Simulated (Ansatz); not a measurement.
**C₆H₁₂N₂O: small, medium and large basis sets**

One table from this session's results is given with a row withheld; the runs are named, their logs left out.

Method: one geometry, several basis sets; program: Ansatz 0.2.0, Gaussian basis.

The runs, in order: PBE0-D4/def2-SVP; ωB97M-V/def2-SVP; PBE0-D4/def2-QZVPP; ωB97M-V/def2-QZVPP; the functionals' def2-TZVPP values are taken from earlier runs.

### The relaxed structure

An earlier PBE0-D4 in a triple-zeta def2 set relaxation fixed the geometry.

SMILES `C/N=C\C=C(\NC)OC`, 21 atoms, charge 0, spin multiplicity 1.

Atoms are counted from 1 here; the program's logs count them from 0.

Bond lengths: C1–N2 1.444 Å, C1–H10 1.098 Å, C1–H11 1.098 Å, C1–H12 1.091 Å, N2–C3 1.275 Å, C3–C4 1.443 Å, C3–H13 1.091 Å, C4–C5 1.351 Å, C4–H14 1.083 Å, C5–N6 1.374 Å, C5–O8 1.352 Å, N6–C7 1.450 Å, N6–H15 1.008 Å, C7–H16 1.089 Å, C7–H17 1.097 Å, C7–H18 1.090 Å, O8–C9 1.421 Å, C9–H19 1.089 Å and more. Angles: N2–C1–H10 112.3°, N2–C1–H11 112.2°, N2–C1–H12 109.3°, H10–C1–H11 107.4°, H10–C1–H12 107.7°, H11–C1–H12 107.6°, C1–N2–C3 118.3°, N2–C3–C4 128.1°, N2–C3–H13 116.3°, C4–C3–H13 115.6°, C3–C4–C5 122.8°, C3–C4–H14 119.6°, C5–C4–H14 117.7°, C4–C5–N6 124.3°, C4–C5–O8 120.8°, N6–C5–O8 115.0°, C5–N6–C7 120.1°, C5–N6–H15 112.3° and more.

As a file:

```xyz
21
C6H12N2O
C     2.41604   -0.59962   -2.71732
N     2.79671   -0.11914   -1.41024
C     1.87877    0.08002   -0.54821
C     0.45712   -0.11672   -0.70080
C    -0.42638    0.13120    0.29103
N    -1.75426   -0.22028    0.25052
C    -2.76907    0.72441    0.67631
O    -0.03486    0.75089    1.42680
C    -0.18308   -0.00451    2.62173
H     1.73216    0.08888   -3.23171
H     1.92299   -1.58019   -2.67245
H     3.30760   -0.70606   -3.33691
H     2.20234    0.44968    0.42569
H     0.06647   -0.48524   -1.64157
H    -1.99120   -0.72350   -0.58997
H    -2.51224    1.13308    1.65214
H    -2.88482    1.56425   -0.02013
H    -3.72411    0.20594    0.76635
H     0.12296    0.65030    3.43580
H    -1.21500   -0.32866    2.77614
H     0.46715   -0.88404    2.59411
```

The first run:

Contents of in.yaml:

```yaml
crystal:
  periodic: [false, false, false]
  atoms:
    - {symbol: C, position_ang: [2.416044, -0.599615, -2.717317]}
    - {symbol: N, position_ang: [2.796708, -0.119139, -1.410238]}
    - {symbol: C, position_ang: [1.878772, 0.080019, -0.548211]}
    - {symbol: C, position_ang: [0.457119, -0.116719, -0.700801]}
    - {symbol: C, position_ang: [-0.426382, 0.131203, 0.291034]}
    - {symbol: N, position_ang: [-1.754257, -0.220276, 0.250516]}
    - {symbol: C, position_ang: [-2.769068, 0.724408, 0.676308]}
    - {symbol: O, position_ang: [-0.034857, 0.750894, 1.426801]}
    - {symbol: C, position_ang: [-0.183085, -0.004513, 2.621725]}
    - {symbol: H, position_ang: [1.732161, 0.088884, -3.231713]}
    - {symbol: H, position_ang: [1.922990, -1.580190, -2.672447]}
    - {symbol: H, position_ang: [3.307601, -0.706064, -3.336906]}
    - {symbol: H, position_ang: [2.202335, 0.449684, 0.425691]}
    - {symbol: H, position_ang: [0.066472, -0.485242, -1.641569]}
    - {symbol: H, position_ang: [-1.991196, -0.723503, -0.589971]}
    - {symbol: H, position_ang: [-2.512236, 1.133077, 1.652145]}
    - {symbol: H, position_ang: [-2.884820, 1.564251, -0.020132]}
    - {symbol: H, position_ang: [-3.724113, 0.205938, 0.766346]}
    - {symbol: H, position_ang: [0.122956, 0.650301, 3.435799]}
    - {symbol: H, position_ang: [-1.214996, -0.328656, 2.776136]}
    - {symbol: H, position_ang: [0.467154, -0.884045, 2.594107]}
basis:
  gaussian: {orbitals: def2-SVP}
hamiltonian: {xc: pbe0, dispersion: d4}
output: {orbitals: {seedname: orbitals}}
```

On the command line:

```
$ ansatz run in.yaml --threads 5 --pin off --events-out ev --progress --plain --max-ram 66560MiB --backend cpu
```

Among the steps run: PBE0-D4 in def2-SVP; ωB97M-V in def2-SVP; PBE0-D4 in def2-QZVPP; ωB97M-V in def2-QZVPP.

One of the session's tables, all rows but one given; the rest of the session is left out.

It belongs to the step «Density functionals: the series». 

```
functional       basis  HOMO (eV)
   PBE0-D4    def2-SVP      -5.87
   PBE0-D4  def2-TZVPP      -6.00
   PBE0-D4  def2-QZVPP      -6.03
   ωB97M-V    def2-SVP      -7.92
   ωB97M-V  def2-TZVPP      -8.06
   ωB97M-V  def2-QZVPP          ?
```

Q: Estimate the row for ωB97M-V, def2-QZVPP from the others.

**Answer.** HOMO (eV): -8.09. In the column «HOMO (eV)» it is the lowest.
